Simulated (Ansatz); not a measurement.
# Rb2Mg (C2/m) in Ansatz: reference runs

How does Rb2Mg come out in PBE? The cell is run as given and disturbed.

All numbers are computed with Ansatz 0.2.0; they aren't measurements. Logs are shortened: lines on timing, memory, paths and dates and some standing lists are left out, and cuts for length are marked.

### 1 The crystal as given

The structure is monoclinic, space group C2/m (No. 12). The conventional cell has a = 15.393 Å, b = 4.647 Å, c = 11.187 Å, α = 90.00°, β = 112.01°, γ = 90.00°. Around Rb (site symmetry m) lie 2 Rb at 4.10 to 4.45 Å and 4 Mg at 4.13 to 4.44 Å. Rb (site symmetry m) has 3 Mg at 4.10 to 4.38 Å and 1 Rb at 4.45 Å as nearest neighbours. Mg (site symmetry m) has 2 Mg at 3.10 Å as nearest neighbours.

The cell comes from a database or a generator and needn't be the stable form of this composition.

### 2 Single point, PBE

Input file input.yaml:

```yaml
crystal:
  lattice:
    - [7.696706, -2.323554, 0.0]
    - [7.696706, 2.323554, 0.0]
    - [-4.192199, 0.0, 10.371444]
  atoms:
    - { symbol: Rb, position: [0.482442, 0.482442, 0.309037] }
    - { symbol: Rb, position: [0.517558, 0.517558, 0.690963] }
    - { symbol: Rb, position: [0.82951, 0.82951, 0.863008] }
    - { symbol: Rb, position: [0.17049, 0.17049, 0.136992] }
    - { symbol: Mg, position: [0.798164, 0.798164, 0.45697] }
    - { symbol: Mg, position: [0.201836, 0.201836, 0.54303] }
hamiltonian:
  xc: pbe
  pseudopotentials: { kind: paw }
kpoints:
  mp_grid: { grid: [6, 6, 3] }
scf:
  occupations: { method: fermi_dirac, width: 0.05 }
output:
  forces: true
  stress: true
  eigenvalues: true
```

Potentials or basis: Ansatz PAW.

Command:

```sh
> ansatz run input.yaml --threads 2 --pin off --max-ram 5120MiB --backend cpu --events-out ev --progress --plain --runs-dir out
```

The program printed:

```text
Warning: RAYON_NUM_THREADS=2 ignored (pool sized by the plan → 2); use --threads N
Engine: ansatz 0.2.0, aarch64-unknown-linux-gnu
Pseudopotentials: kind: paw
Pseudopotential: Rb, paw, valence charge 9, recommended cutoff 420 eV (normal), Rb.paw.azcp
Pseudopotential: Mg, paw, valence charge 10, recommended cutoff 420 eV (normal), Mg.paw.azcp
Functional definition: PBE
  parameter kappa = 0.804
  parameter beta = 0.06672455060314922
  exchange = pbe_x(kappa = kappa, mu = beta*pi^2/3)
  correlation = pbe_c(beta = beta)
Crystal: 6 atoms, lattice volume = 370.960 Å³
Basis set: ecut = 420 eV, 7259 PW (Γ), exchange–correlation on 108×108×150 points (8 copies of the dense FFT grid, shifted against one another)
Bands: 34, of which v1, the nominal top of the filled ones, is band 28 counted from 1 (27 counted from 0)
Symmetry: 4 space group operations
Space group: C2/m (ITA 12), of the structure as read, at distance tolerance 7.2e-5 Å
k-points: 34 of 108
Non-local potential: Rb, projectors of the file, l = 0: 3, l = 1: 2, l = 2: 2
Non-local potential: Mg, projectors of the file, l = 0: 3, l = 1: 2, l = 2: 1
PAW form: soft (Blöchl's): semilocal exchange-correlation on the pseudo side does not see the compensation charge
PAW one-centre angular grid: Rb, 110 points (default); XC on 64 Gauss nodes
PAW one-centre angular grid: Mg, 110 points (default); XC on 64 Gauss nodes
Initial density: superposition of atomic densities (neutral atoms: chi_scale 0, normalization atom), corrected by the library's trained network
Initial wavefunctions: pseudopotential atomic-orbital guess
Functional: x = pbe(κ = 0.804, μ = 0.2195149727645171), c = pbe(β = 0.06672455060314922)
SCF iter   1: F=—  HF=-16916.095417 eV  |F-HF|=—  |Δ(HF+E_count)|=         —  Δρ=9.54e-4  dr2=1.53e-2  ethr=1.77e-3  ⟨swp⟩=9.3  Hψ=5590  notcnv=0
preconditioner: auto → Kerker (q_TF=auto, 1.991 Å⁻¹)  [metal: Δε(μ)=0.002 eV  Ē_g=2.550 eV  σ=0.050 eV  W_gap=0.01  n_scr=56 (ndim 8)  ℏωp=5.5 eV  f_vac=0.000  D(μ)=4.87/eV (n_scr^D=20)]
SCF iter   2: F=—  HF=-16916.093955 eV  |F-HF|=—  |Δ(HF+E_count)|=   1.46e-3  Δρ=7.04e-4  dr2=1.04e-2  ethr=2.74e-5  ⟨swp⟩=2.1  Hψ=2068  notcnv=0
SCF iter   3: F=—  HF=-16916.092450 eV  |F-HF|=—  |Δ(HF+E_count)|=   1.50e-3  Δρ=3.01e-4  dr2=1.29e-3  ethr=1.86e-5  ⟨swp⟩=2.0  Hψ=1307  notcnv=0
SCF iter   4: F=—  HF=-16916.092260 eV  |F-HF|=—  |Δ(HF+E_count)|=   1.91e-4  Δρ=1.93e-4  dr2=5.33e-4  ethr=2.30e-6  ⟨swp⟩=2.0  Hψ=1417  notcnv=0
SCF iter   5: F=—  HF=-16916.092211 eV  |F-HF|=—  |Δ(HF+E_count)|=   4.87e-5  Δρ=8.60e-5  dr2=1.25e-4  ethr=9.51e-7  ⟨swp⟩=1.2  Hψ=1164  notcnv=0
SCF iter   6: F=—  HF=-16916.092190 eV  |F-HF|=—  |Δ(HF+E_count)|=   2.14e-5  Δρ=1.84e-5  dr2=5.22e-6  ethr=2.23e-7  ⟨swp⟩=2.2  Hψ=1505  notcnv=0
SCF iter   7: F=—  HF=-16916.092292 eV  |F-HF|=—  |Δ(HF+E_count)|=   1.03e-4  Δρ=9.49e-6  dr2=1.40e-6  ethr=9.32e-9  ⟨swp⟩=2.0  Hψ=1401  notcnv=0
SCF iter   8: F=—  HF=-16916.092292 eV  |F-HF|=—  |Δ(HF+E_count)|=   1.09e-7  Δρ=4.13e-6  dr2=3.33e-7  ethr=2.50e-9  ⟨swp⟩=1.8  Hψ=1303  notcnv=0
SCF iter   9: F=-16916.092292 eV  HF=-16916.092292 eV  |F-HF|=2.14e-8  |Δ(HF+E_count)|=   4.18e-8  Δρ=1.26e-6  dr2=3.14e-8  ethr=1.79e-10  ⟨swp⟩=7.8  Hψ=5619  notcnv=0
SCF 1 converged in 9 iterations: F = -16916.092292 eV  dr2 = 3.14e-8
SCF converged after 9 iterations
Free energy (F): -16916.092292 eV
Harris-Foulkes:  -16916.092292 eV  (|F-HF|=2.14e-8)
Internal energy: -16916.051773 eV  (E = F + TS)
E sigma→0 (E₀):  -16916.072033 eV
Entropy (-TS):   -0.040519 eV (-6.753 meV/atom)
Fermi energy:    2.719563 eV
--- Per-component energies (eV) ---
  E_band       = -1219.852964
  E_kinetic    = 911.681918
  E_local      = -6955.092924  (includes V_loc(G=0)·N_el)
  E_nonlocal   = 887.023254
  E_hartree    = 2378.094168
  E_xc         = -572.706706
  E_vxc        = -612.447725  (∫ρ·V_xc dr)
  E_paw        = -11058.427338  (= ΣΔE_a)
  E_vpaw       = -207.199467  (= ΣTr[D̂ρ^β])
  E_aug_tail   = -0.000010  (compensation charges beyond the density's cutoff)
  E_ewald      = -2506.624135
  E_smearing   = -0.040519  (= −TS)
  E_closure    = -0.000000  (closes the sum)
  Σ components = -16916.092292   (vs F -16916.092292, Δ=0.00e0)
--- Forces (eV/Å), atoms counted from 1 ---
  atom   1  Rb    -0.01731741     0.00000000     0.02128709
  atom   2  Rb     0.01731741     0.00000000    -0.02128709
  atom   3  Rb    -0.02337649     0.00000000    -0.02901999
  atom   4  Rb     0.02337649     0.00000000     0.02901999
  atom   5  Mg     0.03109502     0.00000000    -0.00735107
  atom   6  Mg    -0.03109502     0.00000000     0.00735107
  max |Σ_I F_I| component: 4.34e-18 eV/Å
--- Stress (GPa, compression-positive) ---
       -0.071624       0.000000      -0.061782
        0.000000       0.109650       0.000000
       -0.061782       0.000000      -0.056058
  P = ⅓ Tr σ = -0.0060 GPa (-0.060 kbar)
--- Band table (eV; the first three rows and the last of 34) ---
  k-point 0: bands = ["-73.7457", "-73.7442", "-40.5169", "-40.5149", "-40.5028", "-40.5008", "-40.4941", "-40.4890", "-25.9907", "-25.9889", "-25.9128", "-25.9031", "-10.1678", "-10.1296", "-10.1177", "-10.0681", "-10.0571", "-10.0412", "-10.0387", "-9.9683", "-9.9602", "-9.9530", "-9.9503", "-9.9431", "-1.1660", "1.3205", "1.4054", "1.9825", "2.7128", "3.2940", "3.6633", "4.4726", "4.6895", "4.9035"]
  k-point 1: bands = ["-73.7457", "-73.7442", "-40.5169", "-40.5149", "-40.5028", "-40.5008", "-40.4941", "-40.4890", "-25.9907", "-25.9889", "-25.9128", "-25.9030", "-10.1652", "-10.1384", "-10.1124", "-10.0703", "-10.0503", "-10.0412", "-10.0386", "-9.9725", "-9.9607", "-9.9525", "-9.9504", "-9.9427", "-1.1389", "0.8754", "1.7504", "2.1824", "2.7403", "3.6171", "3.7158", "3.9052", "4.2651", "4.6511"]
  k-point 2: bands = ["-73.7456", "-73.7443", "-40.5168", "-40.5150", "-40.5029", "-40.5014", "-40.4933", "-40.4891", "-25.9896", "-25.9879", "-25.9118", "-25.9021", "-10.1592", "-10.1287", "-10.1148", "-10.0708", "-10.0654", "-10.0641", "-10.0550", "-9.9895", "-9.9709", "-9.9659", "-9.9519", "-9.9486", "-0.9590", "1.4622", "1.5946", "2.1659", "2.9799", "3.2911", "3.5879", "3.8888", "4.4604", "4.8349"]
  k-point 33: bands = ["-73.7457", "-73.7442", "-40.5169", "-40.5149", "-40.5028", "-40.5008", "-40.4941", "-40.4890", "-25.9897", "-25.9895", "-25.9130", "-25.9032", "-10.1603", "-10.1324", "-10.0917", "-10.0752", "-10.0635", "-10.0459", "-10.0371", "-9.9792", "-9.9640", "-9.9590", "-9.9480", "-9.9410", "-0.9789", "0.7119", "1.5913", "2.1819", "2.4334", "3.2476", "4.0561", "4.4235", "4.8417", "4.9566"]
```

It took 11 s on 2 threads of Arm Neoverse V2, shared host; peak memory 0.74 GiB.

Results:

```yaml
Free_energy: -16916.0923 eV
Pressure: 0.0 GPa
Largest_force: 0.037 eV/Å
Band_gap_on_the_k_mesh: none (metal or under the smearing width)
```

Forces on the atoms (eV/Å):
```
Rb  -0.017  0.000  0.021
Rb   0.017  0.000 -0.021
Rb  -0.023  0.000 -0.029
Rb   0.023  0.000  0.029
Mg   0.031  0.000 -0.007
Mg  -0.031  0.000  0.007
```

Stress tensor (GPa, compression positive):
```
-0.07  0.00 -0.06
 0.00  0.11  0.00
-0.06  0.00 -0.06
```

Levels at points of the mesh, in eV from the Fermi level:
| k point | band 24 | band 25 | band 26 | band 27 | band 28 | band 29 | band 30 | band 31 | band 32 | band 33 |
| --- | --- | --- | --- | --- | --- | --- | --- | --- | --- | --- |
| (0.00, 0.00, 0.00) | -12.66 | -3.89 | -1.40 | -1.31 | -0.74 | -0.01 | 0.57 | 0.94 | 1.75 | 1.97 |
| (0.00, -0.50, 0.00) | -12.66 | -2.17 | -2.16 | -0.02 | 0.01 | 0.28 | 0.52 | 0.71 | 0.85 | 1.22 |
| (-0.50, -0.50, 0.00) | -12.66 | -3.70 | -1.95 | -1.21 | -0.81 | 0.31 | 0.31 | 1.48 | 1.54 | 2.02 |

### 3 Single point, PBE (atoms moved at random, drawn with an rms of 0.05 Å)

Input file input.yaml:

```yaml
crystal:
  lattice:
    - [7.696706, -2.323554, 0.0]
    - [7.696706, 2.323554, 0.0]
    - [-4.192199, 0.0, 10.371444]
  atoms:
    - { symbol: Rb, position: [0.480572, 0.481766, 0.309649] }
    - { symbol: Rb, position: [0.528881, 0.513663, 0.684946] }
    - { symbol: Rb, position: [0.831428, 0.828735, 0.861074] }
    - { symbol: Rb, position: [0.171755, 0.16682, 0.140276] }
    - { symbol: Mg, position: [0.797552, 0.804076, 0.46297] }
    - { symbol: Mg, position: [0.205705, 0.199877, 0.544393] }
hamiltonian:
  xc: pbe
  pseudopotentials: { kind: paw }
kpoints:
  mp_grid: { grid: [6, 6, 3] }
scf:
  occupations: { method: fermi_dirac, width: 0.05 }
output:
  forces: true
  stress: true
  eigenvalues: true
  write_density: true
  write_potential: true
  elf: true
  volumetric_format: npy
```

Potentials or basis: Ansatz PAW.

Command:

```sh
> ansatz run input.yaml --threads 2 --pin off --max-ram 5120MiB --backend cpu --events-out ev --progress --plain --runs-dir out
```

The program printed:

```text
Warning: RAYON_NUM_THREADS=2 ignored (pool sized by the plan → 2); use --threads N
[... 9 set-up lines as earlier in the session ...]
Crystal: 6 atoms, lattice volume = 370.960 Å³
Basis set: ecut = 420 eV, 7259 PW (Γ), exchange–correlation on 108×108×150 points (8 copies of the dense FFT grid, shifted against one another)
Bands: 34, of which v1, the nominal top of the filled ones, is band 28 counted from 1 (27 counted from 0)
Symmetry: 1 space group operations
Space group: P1 (ITA 1), of the structure as read, at distance tolerance 7.2e-5 Å
k-points: 56 of 108 (time reversal used)
[... 8 set-up lines as earlier in the session ...]
SCF iter   1: F=—  HF=-16916.093709 eV  |F-HF|=—  |Δ(HF+E_count)|=         —  Δρ=9.54e-4  dr2=1.60e-2  ethr=1.77e-3  ⟨swp⟩=9.2  Hψ=9173  notcnv=0
preconditioner: auto → Kerker (q_TF=auto, 1.991 Å⁻¹)  [metal: Δε(μ)=0.010 eV  Ē_g=2.557 eV  σ=0.050 eV  W_gap=0.05  n_scr=56 (ndim 8)  ℏωp=5.5 eV  f_vac=0.000  D(μ)=4.73/eV (n_scr^D=20)]
SCF iter   2: F=—  HF=-16916.092043 eV  |F-HF|=—  |Δ(HF+E_count)|=   1.67e-3  Δρ=7.11e-4  dr2=1.11e-2  ethr=2.86e-5  ⟨swp⟩=2.1  Hψ=3418  notcnv=0
SCF iter   3: F=—  HF=-16916.090446 eV  |F-HF|=—  |Δ(HF+E_count)|=   1.60e-3  Δρ=3.07e-4  dr2=1.35e-3  ethr=1.99e-5  ⟨swp⟩=2.0  Hψ=2116  notcnv=0
SCF iter   4: F=—  HF=-16916.090267 eV  |F-HF|=—  |Δ(HF+E_count)|=   1.79e-4  Δρ=2.02e-4  dr2=5.68e-4  ethr=2.41e-6  ⟨swp⟩=2.0  Hψ=2175  notcnv=0
SCF iter   5: F=—  HF=-16916.090214 eV  |F-HF|=—  |Δ(HF+E_count)|=   5.30e-5  Δρ=8.51e-5  dr2=1.27e-4  ethr=1.01e-6  ⟨swp⟩=1.3  Hψ=1925  notcnv=0
SCF iter   6: F=—  HF=-16916.090197 eV  |F-HF|=—  |Δ(HF+E_count)|=   1.76e-5  Δρ=1.94e-5  dr2=5.12e-6  ethr=2.27e-7  ⟨swp⟩=2.1  Hψ=2211  notcnv=0
SCF iter   7: F=—  HF=-16916.090291 eV  |F-HF|=—  |Δ(HF+E_count)|=   9.46e-5  Δρ=1.08e-5  dr2=1.85e-6  ethr=9.14e-9  ⟨swp⟩=2.1  Hψ=2312  notcnv=0
SCF iter   8: F=—  HF=-16916.090291 eV  |F-HF|=—  |Δ(HF+E_count)|=   1.90e-7  Δρ=4.37e-6  dr2=3.87e-7  ethr=3.31e-9  ⟨swp⟩=1.8  Hψ=2130  notcnv=0
SCF iter   9: F=-16916.090291 eV  HF=-16916.090291 eV  |F-HF|=1.90e-8  |Δ(HF+E_count)|=   5.12e-8  Δρ=1.21e-6  dr2=2.90e-8  ethr=1.79e-10  ⟨swp⟩=12.8  Hψ=15041  notcnv=0
SCF 1 converged in 9 iterations: F = -16916.090291 eV  dr2 = 2.90e-8
SCF converged after 9 iterations
Free energy (F): -16916.090291 eV
Harris-Foulkes:  -16916.090291 eV  (|F-HF|=1.90e-8)
Internal energy: -16916.050720 eV  (E = F + TS)
E sigma→0 (E₀):  -16916.070505 eV
Entropy (-TS):   -0.039571 eV (-6.595 meV/atom)
Fermi energy:    2.721077 eV
--- Per-component energies (eV) ---
  E_band       = -1219.730288
  E_kinetic    = 911.792657
  E_local      = -6987.718809  (includes V_loc(G=0)·N_el)
  E_nonlocal   = 886.998738
  E_hartree    = 2394.437921
  E_xc         = -572.776145
  E_vxc        = -612.540661  (∫ρ·V_xc dr)
  E_paw        = -11058.395189  (= ΣΔE_a)
  E_vpaw       = -207.131885  (= ΣTr[D̂ρ^β])
  E_aug_tail   = -0.000009  (compensation charges beyond the density's cutoff)
  E_ewald      = -2490.389884
  E_smearing   = -0.039571  (= −TS)
  E_closure    = -0.000000  (closes the sum)
  Σ components = -16916.090291   (vs F -16916.090291, Δ=0.00e0)
--- Forces (eV/Å), atoms counted from 1 ---
  atom   1  Rb    -0.01141768     0.00026273    -0.00417430
  atom   2  Rb    -0.01319014     0.00898799     0.04114551
  atom   3  Rb    -0.00350311    -0.00149467    -0.01158362
  atom   4  Rb     0.03806122     0.00377987     0.02439002
  atom   5  Mg     0.03021736    -0.04458511    -0.03972830
  atom   6  Mg    -0.04016717     0.03304928    -0.01005264
  max |Σ_I F_I| component: 3.32e-6 eV/Å
--- Stress (GPa, compression-positive) ---
       -0.051683      -0.010356      -0.063882
       -0.010356       0.104217       0.009677
       -0.063882       0.009677      -0.001551
  P = ⅓ Tr σ = 0.0170 GPa (0.170 kbar)
--- Band table (eV; the first three rows and the last of 56) ---
  k-point 0: bands = ["-73.7360", "-73.7287", "-40.5073", "-40.4996", "-40.4916", "-40.4890", "-40.4799", "-40.4750", "-26.0047", "-25.9809", "-25.9269", "-25.8901", "-10.1760", "-10.1403", "-10.1278", "-10.0771", "-10.0545", "-10.0533", "-10.0305", "-9.9779", "-9.9704", "-9.9435", "-9.9384", "-9.9302", "-1.1753", "1.3345", "1.4191", "1.9659", "2.6972", "3.3041", "3.6791", "4.4805", "4.6976", "4.8840"]
  k-point 1: bands = ["-73.7360", "-73.7287", "-40.5073", "-40.4996", "-40.4916", "-40.4890", "-40.4799", "-40.4750", "-26.0047", "-25.9809", "-25.9269", "-25.8901", "-10.1739", "-10.1489", "-10.1216", "-10.0770", "-10.0545", "-10.0496", "-10.0305", "-9.9805", "-9.9706", "-9.9448", "-9.9379", "-9.9300", "-1.1490", "0.8931", "1.7449", "2.1711", "2.7399", "3.6389", "3.7222", "3.9161", "4.2700", "4.6631"]
  k-point 2: bands = ["-73.7360", "-73.7287", "-40.5073", "-40.4997", "-40.4918", "-40.4894", "-40.4793", "-40.4751", "-26.0036", "-25.9798", "-25.9259", "-25.8891", "-10.1685", "-10.1399", "-10.1224", "-10.0825", "-10.0738", "-10.0590", "-10.0510", "-9.9989", "-9.9775", "-9.9573", "-9.9416", "-9.9369", "-0.9681", "1.4722", "1.6057", "2.1530", "2.9641", "3.3019", "3.5748", "3.9020", "4.4706", "4.8435"]
  k-point 55: bands = ["-73.7360", "-73.7287", "-40.5073", "-40.4996", "-40.4916", "-40.4890", "-40.4799", "-40.4750", "-26.0044", "-25.9807", "-25.9271", "-25.8903", "-10.1761", "-10.1348", "-10.1023", "-10.0824", "-10.0618", "-10.0568", "-10.0313", "-9.9899", "-9.9689", "-9.9517", "-9.9375", "-9.9286", "-0.9856", "0.7002", "1.6023", "2.1912", "2.4452", "3.2603", "4.0553", "4.4275", "4.8338", "4.9436"]
```

Wall time 37 s (2 threads of Arm Neoverse V2, shared host); peak memory 0.85 GiB.

What came out:

```yaml
Free_energy: -16916.0903 eV
Pressure: 0.0 GPa
Largest_force: 0.067 eV/Å
Band_gap_on_the_k_mesh: none (metal or under the smearing width)
```

Forces in eV/Å, atoms in the order of the input:
```
Rb  -0.011  0.000 -0.004
Rb  -0.013  0.009  0.041
Rb  -0.004 -0.001 -0.012
Rb   0.038  0.004  0.024
Mg   0.030 -0.045 -0.040
Mg  -0.040  0.033 -0.010
```

Levels at points of the mesh, in eV from the Fermi level:
```
             k point  band 26  band 27  band 28  band 29  band 30  band 31
  (0.00, 0.00, 0.00)    -1.39    -1.30    -0.76    -0.02     0.58     0.96
 (0.00, -0.50, 0.00)    -2.15    -0.02    -0.01     0.29     0.53     0.71
 (-0.50, 0.00, 0.00)    -2.16    -0.03     0.01     0.28     0.53     0.71
(-0.50, -0.50, 0.00)    -1.97    -1.19    -0.80     0.29     0.33     1.48
```
